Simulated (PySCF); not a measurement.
**Se, Se⁺: ionisation energy in jorge-DZP-DKH**

Aim: the ionisation energy of selenium from differences of total energies, at each level of theory, and how far each lands from the tabulated value where there is one.

The numbers are computed with PySCF 2.14.0 (unrestricted determinants in a Gaussian basis, no spin-orbit coupling in the energies), except any that are marked as measured or tabulated.

## 1. The system

- Element: selenium (Z = 34)
- Basis: jorge-DZP-DKH (8s6p2d1f, 43 functions)
- Hamiltonian: the spin-free X2C one-electron Hamiltonian (Gaussian nucleus)
- State 1: Se: [Ar] 3d10 4s2 4p4, high-spin 3P determinant
- State 2: Se⁺: [Ar] 3d10 4s2 4p3, high-spin 4S determinant
- Methods: UHF, r2SCAN, BP86, MP2, CCSD(T)
- Core shells frozen in the correlated runs: valence: [Ar] 3d10 (for Se)

Outer shells as boxes (Hund's rule):

Se [Ar] 3d10 4s2 4p4
```
[Ar] core
3d [↑↓][↑↓][↑↓][↑↓][↑↓]
4s [↑↓]
4p [↑↓][↑ ][↑ ]
```

Se+ [Ar] 3d10 4s2 4p3
```
[Ar] core
3d [↑↓][↑↓][↑↓][↑↓][↑↓]
4s [↑↓]
4p [↑ ][↑ ][↑ ]
```

The runs were made by one driver on top of PySCF. The scripts below sum up each run's settings (the driver also hands on starting orbitals that pick excited configurations, and frozen orbitals as a list rather than a count), and the logs come from the driver's own runs. The driver starts from symmetry-adapted Hartree-Fock orbitals, holds the occupation by maximum overlap and uses a logarithmic radial grid for functionals, so a plain start would take other cycles.

It was started by

```console
$ OMP_NUM_THREADS=1 python atomrun2.py TASK.json OUT
```

The integrals over 43 functions and the set-up took 0.18 s of CPU time.

## 2. Se: the ladder of methods

UHF:

input.py reads:

```python
from pyscf import gto, scf, dft, mp, cc
import basis_set_exchange as bse
mol = gto.M(atom="Se 0 0 0", charge=0, spin=2, symmetry="D2h",
            basis=gto.basis.parse(bse.get_basis("jorge-DZP-DKH", elements=["Se"], fmt="nwchem", header=False)),
            nucmod="G")
mf = scf.UHF(mol).sfx2c1e()
mf.irrep_nelec = {'Ag': (6, 6), 'B1g': (1, 1), 'B2g': (1, 1), 'B3g': (1, 1), 'B1u': (3, 2), 'B2u': (3, 3), 'B3u': (3, 2)}
mf.kernel()
```

r2SCAN:

Changes to input.py:

```diff
@@ -5,3 +5,3 @@
             nucmod="G")
-mf = scf.UHF(mol).sfx2c1e()
+mf = dft.UKS(mol, xc="R2SCAN").sfx2c1e()
 mf.irrep_nelec = {'Ag': (6, 6), 'B1g': (1, 1), 'B2g': (1, 1), 'B3g': (1, 1), 'B1u': (3, 2), 'B2u': (3, 3), 'B3u': (3, 2)}
```

BP86:

Changes to input.py:

```diff
@@ -5,3 +5,3 @@
             nucmod="G")
-mf = dft.UKS(mol, xc="R2SCAN").sfx2c1e()
+mf = dft.UKS(mol, xc="B88,P86").sfx2c1e()
 mf.irrep_nelec = {'Ag': (6, 6), 'B1g': (1, 1), 'B2g': (1, 1), 'B3g': (1, 1), 'B1u': (3, 2), 'B2u': (3, 3), 'B3u': (3, 2)}
```

MP2 (valence):

Changes to input.py:

```diff
@@ -5,4 +5,5 @@
             nucmod="G")
-mf = dft.UKS(mol, xc="B88,P86").sfx2c1e()
+mf = scf.UHF(mol).sfx2c1e()
 mf.irrep_nelec = {'Ag': (6, 6), 'B1g': (1, 1), 'B2g': (1, 1), 'B3g': (1, 1), 'B1u': (3, 2), 'B2u': (3, 3), 'B3u': (3, 2)}
 mf.kernel()
+mp.UMP2(mf, frozen=14).kernel()
```

CCSD(T) (valence):

Changes to input.py:

```diff
@@ -8,2 +8,3 @@
 mf.kernel()
-mp.UMP2(mf, frozen=14).kernel()
+mycc = cc.CCSD(mf, frozen=14).run()
+mycc.ccsd_t()
```

## 3. Se⁺

UHF:

input.py reads:

```python
from pyscf import gto, scf, dft, mp, cc
import basis_set_exchange as bse
mol = gto.M(atom="Se 0 0 0", charge=1, spin=3, symmetry="D2h",
            basis=gto.basis.parse(bse.get_basis("jorge-DZP-DKH", elements=["Se"], fmt="nwchem", header=False)),
            nucmod="G")
mf = scf.UHF(mol).sfx2c1e()
mf.irrep_nelec = {'Ag': (6, 6), 'B1g': (1, 1), 'B2g': (1, 1), 'B3g': (1, 1), 'B1u': (3, 2), 'B2u': (3, 2), 'B3u': (3, 2)}
mf.kernel()
```

r2SCAN:

Changes to input.py:

```diff
@@ -5,3 +5,3 @@
             nucmod="G")
-mf = scf.UHF(mol).sfx2c1e()
+mf = dft.UKS(mol, xc="R2SCAN").sfx2c1e()
 mf.irrep_nelec = {'Ag': (6, 6), 'B1g': (1, 1), 'B2g': (1, 1), 'B3g': (1, 1), 'B1u': (3, 2), 'B2u': (3, 2), 'B3u': (3, 2)}
```

BP86:

Changes to input.py:

```diff
@@ -5,3 +5,3 @@
             nucmod="G")
-mf = dft.UKS(mol, xc="R2SCAN").sfx2c1e()
+mf = dft.UKS(mol, xc="B88,P86").sfx2c1e()
 mf.irrep_nelec = {'Ag': (6, 6), 'B1g': (1, 1), 'B2g': (1, 1), 'B3g': (1, 1), 'B1u': (3, 2), 'B2u': (3, 2), 'B3u': (3, 2)}
```

MP2 (valence):

Changes to input.py:

```diff
@@ -5,4 +5,5 @@
             nucmod="G")
-mf = dft.UKS(mol, xc="B88,P86").sfx2c1e()
+mf = scf.UHF(mol).sfx2c1e()
 mf.irrep_nelec = {'Ag': (6, 6), 'B1g': (1, 1), 'B2g': (1, 1), 'B3g': (1, 1), 'B1u': (3, 2), 'B2u': (3, 2), 'B3u': (3, 2)}
 mf.kernel()
+mp.UMP2(mf, frozen=14).kernel()
```

CCSD(T) (valence):

Changes to input.py:

```diff
@@ -8,2 +8,3 @@
 mf.kernel()
-mp.UMP2(mf, frozen=14).kernel()
+mycc = cc.CCSD(mf, frozen=14).run()
+mycc.ccsd_t()
```

Q: Predict the outcome of this session.

As calculated:

| quantity | value |
| --- | --- |
| ionisation energy, Se | UHF 8.443, CCSD(T) (valence) 8.623 eV; reference 9.635 |

Each level's miss and price (over 1 difference):

| method | mean absolute miss against the measured value (with the measured fine structure taken into account where it is known) (eV) | CPU time, both states (s) |
| --- | --- | --- |
| UHF | 1.192 | 0.41 |
| r2SCAN | 0.017 | 3 |
| BP86 | 0.105 | 1.5 |
| MP2 (valence) | 1.036 | 0.48 |
| SCS-MP2 (valence) | 1.024 | 0.48 |
| CCSD (valence) | 1.015 |  |
| CCSD(T) (valence) | 1.013 | 1.5 |

What this shows: r2SCAN lands nearest to the measured value (off by 0.02 eV); UHF misses by most (1.19 eV). Hartree-Fock falls short because the species with more electrons holds more correlation energy, which it lacks. The basis is finite, and no extrapolation was made. The dearest level timed, r2SCAN, costs 7.2 times the cheapest, UHF, and differs from the measured value (with the measured fine structure taken into account where it is known) by 0.02 against 1.19 eV.
